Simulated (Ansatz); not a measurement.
# Ni (hcp type): the cost of one run

Program: Ansatz 0.2.0. Level of theory: DFT, LDA, PAW with Ansatz's default frozen-core files, scalar-relativistic. These are calculated values, not measurements.

### Step 1. The system as given

Symmetry: P6_3/mmc, No. 194, hexagonal system. Conventional cell: a = 2.428 Å, b = 2.428 Å, c = 3.934 Å, α = 90.00°, β = 90.00°, γ = 120.00°. Ni (site symmetry -6m2) has 12 Ni at 2.42 to 2.43 Å in its first shell of neighbours.

As a file:

```cif
data_structure
_symmetry_space_group_name_H-M 'P 1'
_symmetry_Int_Tables_number 1
_cell_length_a 2.4283
_cell_length_b 2.4283
_cell_length_c 3.9338
_cell_angle_alpha 90.000
_cell_angle_beta 90.000
_cell_angle_gamma 120.000
_cell_volume 20.09
loop_
_atom_site_label
_atom_site_type_symbol
_atom_site_fract_x
_atom_site_fract_y
_atom_site_fract_z
_atom_site_occupancy
Ni1 Ni 0.33333 0.66667 0.25000 1
Ni2 Ni 0.66667 0.33333 0.75000 1
```

Atoms are numbered in the order of the input: Ni1, Ni2.

### Step 2. Bulk cell relaxed, PAW

input.yaml reads:

```yaml
crystal:
  lattice:
    - [2.4282702427, 0.0, 0.0]
    - [-1.2141351214, 2.1029437175, 0.0]
    - [0.0, 0.0, 3.9337977932]
  atoms:
    - { symbol: Ni, position: [0.3333333333, 0.6666666667, 0.25], spin: 1.0 }
    - { symbol: Ni, position: [0.6666666667, 0.3333333333, 0.75], spin: 1.0 }
magnetization:
  spin_polarized: true
kpoints:
  mp_grid: { grid: [20, 20, 11] }
scf:
  occupations: { method: fermi_dirac, width: 0.05 }
hamiltonian:
  xc: lda
  pseudopotentials: { kind: paw }
output:
  forces: true
  stress: true
  write_density: true
  write_potential: true
  elf: true
  volumetric_format: npy
relax:
  f_tol: 0.005
  max_steps: 40
  cell: {}
```

Started as:

```bash
ansatz run input.yaml --threads 2 --pin off --max-ram 6144MiB --backend cpu --events-out ev --progress --plain --runs-dir out
```

What time and memory should one allow on 2 threads of Arm Neoverse V2, shared host?

About 39 s, with a peak of 0.47 GiB.
